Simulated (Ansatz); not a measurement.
# Sc4Be: the cost of one run

Program: Ansatz 0.2.0. Level of theory: DFT PBE, scalar-relativistic, plane waves, PAW. These are calculated values, not measurements.

### Step 1. The starting structure

Symmetry: Pm-3m, No. 221, cubic system. Conventional cell: a = 4.534 Å, b = 4.534 Å, c = 4.534 Å, α = 90.00°, β = 90.00°, γ = 90.00°. Sc (site symmetry 4/mmm) is surrounded by 2 Be at 2.27 Å. Sc (site symmetry m-3m) is surrounded by 12 Sc at 3.21 Å. Be (site symmetry m-3m) has 6 Sc at 2.27 Å as nearest neighbours.

As a file:

```cif
data_structure
_symmetry_space_group_name_H-M 'Pm-3m'
_symmetry_Int_Tables_number 221
_cell_length_a 4.5340
_cell_length_b 4.5340
_cell_length_c 4.5340
_cell_angle_alpha 90.000
_cell_angle_beta 90.000
_cell_angle_gamma 90.000
_cell_volume 93.21
loop_
_atom_site_label
_atom_site_type_symbol
_atom_site_symmetry_multiplicity
_atom_site_Wyckoff_symbol
_atom_site_fract_x
_atom_site_fract_y
_atom_site_fract_z
_atom_site_occupancy
Sc1 Sc 3 c 0.00000 0.50000 0.50000 1
Sc2 Sc 1 a 0.00000 0.00000 0.00000 1
Be1 Be 1 b 0.50000 0.50000 0.50000 1
```

The cell is invented: random cell by space group and Wyckoff sites (Pm-3m, No. 221). The dimensions are guesses.

### Step 2. Probe: one point on a coarse mesh

input.yaml reads:

```yaml
crystal:
  lattice:
    - [4.53400319, 0.0, 0.0]
    - [0.0, 4.53400319, 0.0]
    - [0.0, 0.0, 4.53400319]
  atoms:
    - { symbol: Sc, position: [0.0, 0.5, 0.5] }
    - { symbol: Sc, position: [0.5, 0.0, 0.5] }
    - { symbol: Sc, position: [0.5, 0.5, 0.0] }
    - { symbol: Sc, position: [0.0, 0.0, 0.0] }
    - { symbol: Be, position: [0.5, 0.5, 0.5] }
basis:
  ecutwfc: 420
kpoints:
  mp_grid: { grid: [4, 4, 4] }
hamiltonian:
  xc: pbe
scf:
  occupations: { method: gaussian, width: 0.1 }
  lower_state_search: "off"
output:
  forces: true
  stress: true
  eigenvalues: true
```

Launch:

```console
$ ansatz run input.yaml --threads 1 --pin off --max-ram 2048MiB --backend cpu --events-out ev --progress --plain --runs-dir out
```

**Question.** How long does this run take on 1 thread of Arm Neoverse V1, shared host, and how much memory does it need?

About 1.8 s, with a peak of 0.33 GiB.
